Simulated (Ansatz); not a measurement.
NiMoIrPdW:

```
Ni Mo Pd Ir W
1.0
     2.76078    0.00000    0.00000
    -1.38039    2.39090    0.00000
     0.00000    0.00000   11.34051
Ni Mo Pd Ir W
1 1 1 1 1
Direct
  0.00000 0.00000 0.70917
  0.66667 0.33333 0.29425
  0.66667 0.33333 0.89901
  0.00000 0.00000 0.10604
  0.66667 0.33333 0.52921
```

The cell was built by a generator and needn't be a form met in nature.

* Program: Ansatz 0.2.0
* Task: relaxation of cell and atoms
* Functional: PBE
* Dispersion: D4
* Potentials or basis: Ansatz PAW
* Cutoff: 420 eV (not typed: the program's choice for these potentials)
* k mesh: 8 × 8 × 2
* Occupations: fermi-dirac, width 0.05 eV
* Spin: collinear spin, ferromagnetic start
* Starting moments: [1.0, 1.0, 0.0, 0.6, 0.0] μB

At the start: volume 14.97 Å³/atom.

Task: Where does the relaxation end?

Result: It ends after 6 steps and the volume is 14.59 Å³/atom (-2.6 %); space group P3m1 (No. 156, to 0.05 Å); moment 0.00 μB per cell.

Step by step:
| step | energy change (eV) | largest force (eV/Å) | volume (Å³) |
| --- | --- | --- | --- |
| 1 | 0.0000 | 0.2905 | 74.86 |
| 2 | -0.0385 | 0.0245 | 73.13 |
| 3 | -0.0389 | 0.1117 | 72.90 |
| 4 | -0.0393 | 0.0099 | 72.93 |
| 5 | -0.0393 | 0.0013 | 72.94 |
| 6 | -0.0385 | 0.0013 | 72.94 |

Final structure:
```cif
data_structure
_symmetry_space_group_name_H-M 'P 1'
_symmetry_Int_Tables_number 1
_cell_length_a 2.7422
_cell_length_b 2.7422
_cell_length_c 11.2003
_cell_angle_alpha 90.000
_cell_angle_beta 90.000
_cell_angle_gamma 120.000
_cell_volume 72.94
loop_
_atom_site_label
_atom_site_type_symbol
_atom_site_fract_x
_atom_site_fract_y
_atom_site_fract_z
_atom_site_occupancy
Ni1 Ni 0.00000 0.00000 0.71035 1
Mo1 Mo 0.66667 0.33333 0.29508 1
Pd1 Pd 0.66667 0.33333 0.89919 1
Ir1 Ir 0.00000 0.00000 0.10374 1
W1 W 0.66667 0.33333 0.52932 1
```

Caveat: the plane-wave basis is chosen anew once the cell has moved, so the energies of steps on either side of that aren't comparable; pairwise dispersion overbinds metals, which lowers pressure and volume; the starting moments weren't kept.
